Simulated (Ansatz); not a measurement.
# LiTlSe2: the cell at several levels of theory

The task here is to estimate one member of a computed series from the others.

Code: Ansatz 0.2.0. PAW datasets, plane waves, zero pressure. The structure was generated, not taken from experiment, and needn't be the ground state; spin polarisation is off.

### The structure to begin with

This is the cell as the run starts from it, not yet at rest; its lengths are not the crystal's.

Space group P-4m2 (No. 115), tetragonal; conventional cell a = 4.005 Å, c = 5.664 Å, 22.71 Å³ an atom. Around Li lie 4 Se at 2.45 Å; around Se lie 2 Li at 2.45 Å and 2 Tl at 2.45 Å; around Tl lie 4 Se at 2.45 Å.

Structure file:

Space group P-4m2 (No. 115). a = 4.005 Å, b = 4.005 Å, c = 5.664 Å, α = 90.00°, β = 90.00°, γ = 90.00°
| atom | site | symmetry | x | y | z |
| --- | --- | --- | --- | --- | --- |
| Li | 1a | -4m2 | 0.0000 | 0.0000 | 0.0000 |
| Se | 2g | 2mm. | 0.0000 | 0.5000 | 0.2500 |
| Tl | 1c | -4m2 | 0.5000 | 0.5000 | 0.5000 |

Set-up of the first run:

File input.yaml:

```yaml
crystal:
  lattice:
    - [4.0049157295, 0.0, 0.0]
    - [0.0, 4.0049157295, 0.0]
    - [0.0, 0.0, 5.6638061408]
  atoms:
    - { symbol: Li, position: [0.0, 0.0, 0.0] }
    - { symbol: Se, position: [0.0, 0.5, 0.25] }
    - { symbol: Tl, position: [0.5, 0.5, 0.5] }
    - { symbol: Se, position: [0.5, 0.0, 0.75] }
kpoints:
  mp_grid: { grid: [6, 6, 4] }
hamiltonian:
  xc: pbe
scf:
  occupations: { method: fermi_dirac, width: 0.02 }
relax:
  f_tol: 0.005
  cell: {}
```

Steps of the session up to this table: Relaxation with PBE; Relaxing with r2SCAN; Relaxing with PBEsol; Relaxation with LDA; Relaxing with HSE06.

One table of the session follows, with a row left open; its other results are not shown here.

```
 level  a (Å)  c (Å)  volume (Å³/atom)
   PBE  4.318  6.013            28.026
r2SCAN  4.264  5.980            27.182
PBEsol      ?      ?                 ?
   LDA  4.203  5.755            25.415
 HSE06  4.259  5.975            27.098
```

Estimate the missing values for PBEsol.

The run gave: a (Å): 4.245; c (Å): 5.903; volume (Å³/atom): 26.590. In the column «a (Å)» it lies between LDA (4.203) and HSE06 (4.259).

LDA gives the smallest cell and PBE the largest; they differ by 10.3 % in volume, a mean of 3.3 % in length. The meshes differ: PBE 6×6×4, r2SCAN 6×6×4, PBEsol 6×6×4, LDA 6×6×4, HSE06 4×4×4.
